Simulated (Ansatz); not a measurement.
**C2H5NOSi: comparison of dispersion corrections**

The task is a comparison of dispersion corrections, for C2H5NOSi. SMILES: O[SiH2]C1=NC1.

All numbers are computed with Ansatz 0.2.0, driven from Python. The levels of theory stand in the script.

### 1 The structure

Bond lengths: O1–Si2 1.620 Å, Si2–C3 1.727 Å, C3–N4 1.305 Å, C3–C5 1.433 Å, N4–C5 1.478 Å, O1–H6 1.018 Å, Si2–H7 1.491 Å, Si2–H8 1.465 Å, C5–H9 1.060 Å, C5–H10 1.114 Å. Angles (14 of 17 angles, heavy atoms first): O1–Si2–C3 114.8°, Si2–C3–N4 146.9°, Si2–C3–C5 147.8°, N4–C3–C5 65.2°, C3–N4–C5 61.6°, C3–C5–N4 53.3°, O1–Si2–H7 106.0°, O1–Si2–H8 109.3°, C3–Si2–H7 111.2°, C3–Si2–H8 110.1°, Si2–O1–H6 115.4°, C3–C5–H9 123.4°, C3–C5–H10 118.9°, N4–C5–H9 116.1°.

The script holds or builds the structure itself.

### 2 Script

disp_c2h5nosi.py

```python
"""Dispersion corrections for C2H5NOSi."""

from dataclasses import dataclass

import ansatz as az


@dataclass(frozen=True)
class RunConfig:
    basis_set: str = "def2-SVP"


settings = RunConfig()

geometry_ang = [
    ("O", [-2.072, -0.9195, -0.8583]),
    ("Si", [-0.8922, -0.8199, 0.2467]),
    ("C", [0.3407, 0.3355, -0.1113]),
    ("N", [0.7981, 1.2202, -0.955]),
    ("C", [1.5948, 0.9235, 0.2546]),
    ("H", [-2.02, -0.2416, -1.6156]),
    ("H", [-0.3242, -2.1935, 0.3678]),
    ("H", [-1.4797, -0.5386, 1.5593]),
    ("H", [2.5302, 0.4522, 0.0925]),
    ("H", [1.6076, 1.7305, 1.0225]),
]
system = az.Crystal.molecule()
for symbol, xyz in geometry_ang:
    system = system.atom(symbol, xyz)

calculation = (
    system.calculation()
    .basis(gaussian=settings.basis_set)
    .accuracy("high")
)
for name in ["revpbe", "pbe0"]:
    for correction in ("d3bj", "d4"):
        summary = calculation.functional(name, dispersion=correction).run().report
        print(f"{name:8s} {correction:5s} total {summary['free_energy_ev']:.5f} eV, of which dispersion {1000 * summary['dispersion']['energy']['ev']:.2f} meV")
```

### 3 What the engine is handed

The engine receives this input (first run):

```yaml
crystal:
  periodic: [false, false, false]
  atoms:
    - { symbol: O, position_ang: [-2.072, -0.9195, -0.8583] }
    - { symbol: Si, position_ang: [-0.8922, -0.8199, 0.2467] }
    - { symbol: C, position_ang: [0.3407, 0.3355, -0.1113] }
    - { symbol: "N", position_ang: [0.7981, 1.2202, -0.955] }
    - { symbol: C, position_ang: [1.5948, 0.9235, 0.2546] }
    - { symbol: H, position_ang: [-2.02, -0.2416, -1.6156] }
    - { symbol: H, position_ang: [-0.3242, -2.1935, 0.3678] }
    - { symbol: H, position_ang: [-1.4797, -0.5386, 1.5593] }
    - { symbol: H, position_ang: [2.5302, 0.4522, 0.0925] }
    - { symbol: H, position_ang: [1.6076, 1.7305, 1.0225] }
accuracy: high
basis:
  gaussian:
    orbitals: def2-SVP
hamiltonian:
  xc: revpbe
  dispersion: d3bj
```

### 4 Launch

Started as:

```bash
$ python disp_c2h5nosi.py
```

Output:

```text
revpbe   d3bj  total -13558.91763 eV, of which dispersion -506.23 meV
revpbe   d4    total -13559.04220 eV, of which dispersion -630.79 meV
pbe0     d3bj  total -13552.04690 eV, of which dispersion -175.81 meV
pbe0     d4    total -13552.03838 eV, of which dispersion -167.30 meV
```

Wall time 38 s (1 thread of Intel Xeon Platinum 8259CL at 2.50GHz (Skylake/Cascade Lake), shared host); peak memory 0.46 GiB.

### 5 Inputs of later runs

The engine's inputs for the other runs:

Run 2, against run 1:

```diff
@@ -20 +20 @@
-  dispersion: d3bj
+  dispersion: d4
```

Run 3, against run 1:

```diff
@@ -19 +19 @@
-  xc: revpbe
+  xc: pbe0
```

Run 4, against run 1:

```diff
@@ -19,2 +19,2 @@
-  xc: revpbe
-  dispersion: d3bj
+  xc: pbe0
+  dispersion: d4
```

### 6 What each run gave

One row for each of the 4 runs:

```
run  functional  dispersion  energy (eV)  SCF cycles  CPU time (s)
  1      revpbe        d3bj  -13558.9176          21           8.6
  2      revpbe          d4  -13559.0422          21           7.9
  3        pbe0        d3bj  -13552.0469          25            10
  4        pbe0          d4  -13552.0384          25            11
```

Totals under unlike functionals or potentials can't be compared directly.

### 7 Summary of results

```
         quantity                  value
dispersion energy  -630.79 to -167.3 meV
    runs compared                      4
```

In words: The dispersion term depends on the functional it is damped for, so it isn't a property of the molecule alone. All 4 runs converged, in 21 to 25 cycles. The geometry is a force-field or estimated start, not a minimum of this method, and the basis set is short of its limit. D4 holds the three-body term, and d3bj doesn't.
